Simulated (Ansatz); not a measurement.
# B2OPb: the cost of one run

Computed with Ansatz 0.2.0 (the levels named in each step, unless a step's input says otherwise).

### Step 1. The system as given

Bond lengths: O1–B2 1.238 Å, B2–B3 1.556 Å, B3–Pb4 2.131 Å. Angles: O1–B2–B3 180.0°, B2–B3–Pb4 180.0°.

Coordinates:

```xyz
4

O     0.0000    0.0000   -2.2391
B     0.0000    0.0000   -1.0010
B     0.0000    0.0000    0.5548
Pb    0.0000    0.0000    2.6853
```

### Step 2. A rough first relaxation, PBE-D4/def2-SVPD

File input.yaml:

```yaml
crystal:
  periodic: [false, false, false]
  atoms:
    - { symbol: O, position_ang: [0.0, 0.0, -2.23912] }
    - { symbol: B, position_ang: [0.0, 0.0, -1.00105] }
    - { symbol: B, position_ang: [0.0, 0.0, 0.55483] }
    - { symbol: Pb, position_ang: [0.0, 0.0, 2.68534] }
basis:
  gaussian: { orbitals: def2-SVPD }
hamiltonian:
  xc: pbe
  dispersion: d4
relax:
  f_tol: 0.03
  max_steps: 200
```

Launch:

```sh
$ ansatz run input.yaml --threads 4 --pin off --max-ram 10240MiB --backend cpu --events-out ev --progress --plain --runs-dir out
```

**Question.** How long does this run take on 4 threads of AMD EPYC 9R45 (Zen 5), shared host, and how much memory does it need?

About 4.2 s, with a peak of 0.14 GiB.
